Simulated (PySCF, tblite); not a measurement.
# C4H11BBrN: geometry, infrared bands and NMR shifts

Wanted: the infrared bands and NMR shifts of C4H11BBrN (`CC[C@@H](C)NBBr`), by calculation.

The runs use tblite 0.8.0 and PySCF 2.14.0, with density-fitted response routines of our own; the level of theory stands in each step. All values are computed, except where a source is named. Atoms count from 0, in the outputs and in this text.

## (1) The starting structure

18 atoms, charge 0, multiplicity 1; geometry from: force field or distance geometry start.

Bonds of the start (Å): C0–C1 1.52, C1–C2 1.56, C2–C3 1.53, C2–N4 1.47, N4–B5 1.52, B5–Br6 2.00, C0–H7 1.11, C0–H8 1.11, C0–H9 1.12, C1–H10 1.11, C1–H11 1.12, C2–H12 1.12, C3–H13 1.12, C3–H14 1.12, C3–H15 1.10, N4–H16 1.05, B5–H17 1.19.

## (2) Relaxing the molecule with GFN2-xTB

Job settings and geometry (Å):

```
{"job": {"kind": "relax", "xc": "GFN2-xTB", "basis": "xTB"}, "charge": 0, "multiplicity": 1}
C     -1.871500     1.250500    -0.026600
C     -1.390000    -0.186100     0.042100
C      0.124800    -0.271700     0.390300
C      0.525000    -1.728600     0.599700
N      0.891600     0.351800    -0.694400
B      2.280200     0.790900    -0.244000
Br     2.780900     2.730100    -0.292000
H     -1.357900     1.804900    -0.838700
H     -1.693700     1.773100     0.938500
H     -2.975300     1.259500    -0.228100
H     -1.586100    -0.697100    -0.921000
H     -1.974700    -0.719100     0.839600
H      0.266700     0.283400     1.355500
H      1.601600    -1.804400     0.885300
H     -0.072200    -2.170200     1.437500
H      0.354000    -2.333500    -0.300200
H      1.007700    -0.314500    -1.492900
H      3.080200    -0.012600     0.110900
```

Started as:

```
$ OMP_NUM_THREADS=1 python probes_run.py task.json out
```

One launch serves the whole session: the jobs run in the order shown.

**Question.** This job is followed by: GFN2-xTB harmonic vibrations, gas phase; GIAO PBE0/pcSseg-1 NMR shielding, non-relativistic, gas phase. What will the session give for the following? strongest single infrared mode (GFN2-xTB); zero-point energy (GFN2-xTB); 13C shifts against TMS (PBE0/pcSseg-1); 1H shifts against TMS (PBE0/pcSseg-1, means over atoms taken as alike); 15N shifts against NH3 (PBE0/pcSseg-1); 11B shifts against BF3·OEt2 (PBE0/pcSseg-1); 79Br shifts against HBr (PBE0/pcSseg-1); surface potential, 1st and 99th percentile.

The runs gave:

| quantity | value |
| --- | --- |
| strongest single infrared mode (GFN2-xTB) | 1471 cm⁻¹, 382 km/mol |
| zero-point energy (GFN2-xTB) | 95.0 kcal/mol |
| 13C shifts against TMS (PBE0/pcSseg-1) | 59.0, 36.1, 28.2, 13.5 ppm |
| 1H shifts against TMS (PBE0/pcSseg-1, means over atoms taken as alike) | 5.22, 3.95, 3.05, 1.53, 1.26, 1.09, 0.98 ppm |
| 15N shifts against NH3 (PBE0/pcSseg-1) | 165.6 ppm |
| 11B shifts against BF3·OEt2 (PBE0/pcSseg-1) | 34.4 ppm |
| 79Br shifts against HBr (PBE0/pcSseg-1) | 148 ppm |
| surface potential, 1st and 99th percentile | -0.81 V and 1.61 V |

The optimisation took 130 steps and gained 1.619 eV; among the close pairs (by a distance rule), N4–B5 changed most, from 1.524 to 1.374 Å. No mode is imaginary among the 48: a minimum at this level. The strongest single mode, at 1471 cm⁻¹, is carried by N4, B5, H16. GFN2-xTB is a fitted tight-binding method: band positions and strengths are rough. Its intensities can rank the bands wrongly. C2 (sp3 CH bonded to N) lies farthest downfield among carbon, at 59.0 ppm; pulled downfield by the heteroatom. At PBE0/pcSseg-1: The widest tensor belongs to Br6: span 729 ppm, with a paramagnetic part of -650 ppm. Spin-orbit coupling is left out, which matters for shieldings and couplings at and beside the heavy atoms.
